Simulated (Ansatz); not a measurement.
# CHB2F: the cost of one run

All numbers below are computed with Ansatz 0.2.0 (RKS PBE/def2-SVP).

## 1. The starting structure

Bond lengths: B1–C2 1.361 Å, C2–B3 1.370 Å, B3–F4 1.288 Å, B1–H5 1.145 Å. Angles: B1–C2–B3 176.7°, C2–B1–H5 177.5°, C2–B3–F4 177.4°.

Structure file:

```xyz
5

B    -0.2979    1.2977   -0.4089
C    -0.0092    0.0110   -0.0721
B     0.2873   -1.2612    0.3413
F     0.5596   -2.4392    0.7842
H    -0.5399    2.3918   -0.6444
```

## 2. Relaxing the start

Contents of input.yaml:

```yaml
crystal:
  periodic: [false, false, false]
  atoms:
    - { symbol: B, position_ang: [-0.2979, 1.29772, -0.40895] }
    - { symbol: C, position_ang: [-0.00922, 0.01101, -0.07213] }
    - { symbol: B, position_ang: [0.28733, -1.26125, 0.34129] }
    - { symbol: F, position_ang: [0.55964, -2.43924, 0.78421] }
    - { symbol: H, position_ang: [-0.53985, 2.39175, -0.64443] }
basis:
  gaussian: { orbitals: def2-SVP }
hamiltonian:
  xc: pbe
relax:
  f_tol: 0.02
  max_steps: 40
scf:
  lower_state_search: "off"
output:
  orbitals: {}
```

Launch:

```console
$ ansatz run input.yaml --threads 1 --pin off --max-ram 2048MiB --backend cpu --events-out ev --progress --plain --runs-dir out
```

**Question.** How long does this run take on 1 thread of an x86-64 CPU, shared host, and how much memory does it need?

About 7.7 s, with a peak of 0.13 GiB.
